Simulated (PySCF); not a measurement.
# PmF⁻ (sextet) at other levels of theory

Starting from one script, swap the method and compare what comes out for PmF⁻ (sextet).

The runs use PySCF 2.14.0; each script names its method and basis.

1 further run of the same task is left out (it didn't finish).

**1. Where the work starts**

PmF⁻ (sextet): 2 atoms, charge -1, spin multiplicity 6.

Bond lengths: Pm1–F2 2.030 Å.

**2. The run that the others are compared with**

Input file input.py:

```python
from pyscf import gto, scf, mp

mol = gto.M(
    atom='Pm 0 0 0; F 0 0 2.03',
    basis='jorge-dzp',
    charge=-1,
    spin=5,
    symmetry=True,
    verbose=4,
)
mf = scf.UHF(mol)
mf.kernel()
mp.MP2(mf, frozen=19).kernel()
mf.dip_moment()
print('orbital energies (hartree):', [e[max(0, n-3):n+3].round(4) for e, n in zip(mf.mo_energy, mol.nelec)])
```

On the command line:

```bash
OMP_NUM_THREADS=1 python input.py
```

**3. SCF alone**

Edit 1 changes step after the SCF: mp2 → none.

input.py: that of step 2 with these lines changed.

```diff
@@ -1,2 +1,2 @@
-from pyscf import gto, scf, mp
+from pyscf import gto, scf
 
@@ -12,3 +12,2 @@
 mf.kernel()
-mp.MP2(mf, frozen=19).kernel()
 mf.dip_moment()
```

**4. Population analysis**

Edit 2 changes step after the SCF: mp2 → analyze.

Input file input.py:

```python
from pyscf import gto, scf

mol = gto.M(
    atom='Pm 0 0 0; F 0 0 2.03',
    basis='jorge-dzp',
    charge=-1,
    spin=5,
    symmetry=True,
    verbose=4,
)
mf = scf.UHF(mol)
mf.kernel()
mf.analyze()
print('orbital energies (hartree):', [e[max(0, n-3):n+3].round(4) for e, n in zip(mf.mo_energy, mol.nelec)])
```

Before running it: what results should come out? Wanted: for each run, E(SCF); from base; gap, α spin; after the SCF.

As calculated:

```csv
run,E(SCF) (hartree),from base (eV),cycles,"gap, α spin (eV)",after the SCF
base,-9738.449997,0,13,5.10,"MP2 correlation -26.512 eV, core frozen"
SCF alone,-9738.449997,0.0000,13,5.10,n/a
population analysis,-9738.449997,0.0000,13,5.10,n/a
```

Total energies from different bases, Hamiltonians or methods carry different errors, so properties are taken as differences within one set-up.
